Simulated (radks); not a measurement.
# Spin polarisation of the 4s shell in K

An exercise on one series of results from a longer session: the logs are not shown, and one member is left open.

Program: radks (a radial shooting solver on a logarithmic mesh, Libxc functionals) version 1. Level of theory: scalar-relativistic Kohn-Sham, LDA (Slater exchange, Perdew-Wang correlation), spin-polarised, spherical densities, finite nucleus. These are calculated values, not measurements, unless marked.

## Starting point

```
element            : potassium (Z = 19)
charge             : 0
electrons          : 19
configuration      : [Ar] 4s(up 0.5, down 0.5)
nuclear rms radius : 3.4349 fm
```

A shell typed twice in an input gives spin up, then spin down.

The first run:

The run's settings:

```text
Z 19
configuration [Ar] 4s0.5 4s0.5
relativity scalar-relativistic
functional lda,pw
spin polarised
nucleus finite rms 3.4349 fm
c 137.035999084
```

Among the steps run: No moment.

One table of the session follows, with a row left open; its other results are not shown here.

It belongs to the step «No moment». Radial moments (bohr):

```
level      <r>  outermost maximum (interpolated)  90 % within  nodes
   1s  0.08124                            0.0531        0.145      0
   2s   0.3890                             0.319        0.607      1
   2p        ?                                 ?            ?      ?
   3s    1.270                              1.08         1.92      2
   3p    1.438                              1.15         2.25      1
   4s    4.902                              4.03         7.46      3
```

**Question.** Estimate the row for 2p.

**Answer.** <r>: 0.3512; outermost maximum (interpolated): 0.263; 90 % within: 0.581; nodes: 0. In the column «<r>» it lies between 1s (0.08124) and 2s (0.3890).
